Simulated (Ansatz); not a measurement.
## C2H5AlFN, SMILES FC[N]1[CH2][AlH]1: harmonic frequencies at the relaxed geometry, step by step

With Ansatz's Python interface.

The cells in order, each with its output:

**Cell 1**
```python
import ansatz as az
import numpy as np
```

**Cell 2**
```python
SETTINGS = {
    "basis": "6-31G*",
    "functional": "CAM-B3LYP",
}

c2h5alfn = (
    az.Crystal.molecule()
    .atom("F", [-1.0124, -1.133, 1.8533])
    .atom("C", [-0.0389, -0.331, 1.31])
    .atom("N", [-0.5855, 0.4665, 0.1745])
    .atom("C", [-0.4418, -0.2747, -1.0869])
    .atom("Al", [0.8993, 1.0005, -1.0086])
    .atom("H", [0.3307, 0.3772, 2.0988])
    .atom("H", [0.8301, -1.0061, 1.0373])
    .atom("H", [-0.2187, -1.3461, -0.995])
    .atom("H", [-1.3667, -0.0037, -1.6968])
    .atom("H", [1.687, 2.1992, -1.6836])
)
```

**Cell 3**
```python
calc = c2h5alfn.calculation()
calc = calc.basis(gaussian=SETTINGS["basis"])
calc = calc.functional(SETTINGS["functional"])
symbols = [site.symbol for site in c2h5alfn.cartesian_sites]
start = np.array([site.position_ang for site in c2h5alfn.cartesian_sites], dtype=float)
report = calc.relax(force_tolerance=0.003).run(threads=1, pin="off").report
end = np.array(report["positions_ang"])
```

**Cell 4**
```python
print("bond        before    after (A)")
for i, j in [(0, 1), (1, 2), (1, 5), (1, 6), (2, 3), (2, 4), (3, 4), (3, 7), (3, 8), (4, 9)]:
    d0, d1 = (np.linalg.norm(xyz[i] - xyz[j]) for xyz in (start, end))
    print(f"{symbols[i]}{i}-{symbols[j]}{j}".ljust(10), f"{d0:8.4f} {d1:8.4f}")
```
Output:
```text
bond        before    after (A)
F0-C1        1.3733   1.4005
C1-N2        1.4914   1.3985
C1-H5        1.1227   1.0946
C1-H6        1.1337   1.0980
N2-C3        1.4701   1.5145
N2-Al4       1.9722   1.7455
C3-Al4       1.8522   1.9211
C3-H7        1.0982   1.0936
C3-H8        1.1406   1.0932
Al4-H9       1.5852   1.5678
```

**Cell 5**
```python
minimum = az.Crystal.molecule()
for symbol, xyz in zip(symbols, end):
    minimum = minimum.atom(symbol, xyz.tolist())
vibrating = (
    minimum.calculation()
    .basis(gaussian=SETTINGS["basis"])
    .functional(SETTINGS["functional"])
    .phonons(temperatures=(200, 600, 100))
)
vib = vibrating.run(threads=1, pin="off").report["vibrations"]
sums = vib["harmonic_sums"]
modes = [m["omega_inv_cm"] for m in sums["modes_at_gamma"] if m["rigid_motion"] == "no"]
print("frequencies (1/cm):", " ".join(f"{w:.0f}" for w in modes))
print("imaginary modes:", sum(w < 0 for w in modes), " zero-point energy:", round(sums["zero_point_energy_ev"], 4), "eV")
print("T (K)   F_vib (eV)   S_vib (meV/K)   C_vib (meV/K)")
for row in zip(sums["temperatures_k"], sums["vibrational_free_energy_ev"], vib["entropy_ev_per_k"], vib["heat_capacity_ev_per_k"]):
    print(f"{row[0]:6.1f} {row[1]:11.4f} {1000 * row[2]:13.4f} {1000 * row[3]:15.4f}")
```
Output:
```text
frequencies (1/cm): 61 134 313 443 477 519 636 728 740 890 1023 1088 1123 1183 1302 1359 1454 1523 1545 2027 3055 3087 3122 3147
imaginary modes: 0  zero-point energy: 1.9205 eV
T (K)   F_vib (eV)   S_vib (meV/K)   C_vib (meV/K)
 200.0      1.8904        0.3333          0.3860
 300.0      1.8472        0.5329          0.6134
 400.0      1.7836        0.7389          0.8242
 500.0      1.6995        0.9427          1.0033
 600.0      1.5953        1.1391          1.1506
```

The frequencies are harmonic and unscaled, in a modest basis. The result belongs to the one conformer reached from this start, and soft torsions count as harmonic oscillators. Hardware and time: 9 min on 1 thread of Intel(R) Xeon(R) Platinum 8259CL CPU @ 2.50GHz (Skylake/Cascade Lake) (shared host), peak memory 0.3 GiB.

(Lines on the test bed's own set-up are left out of the output.)
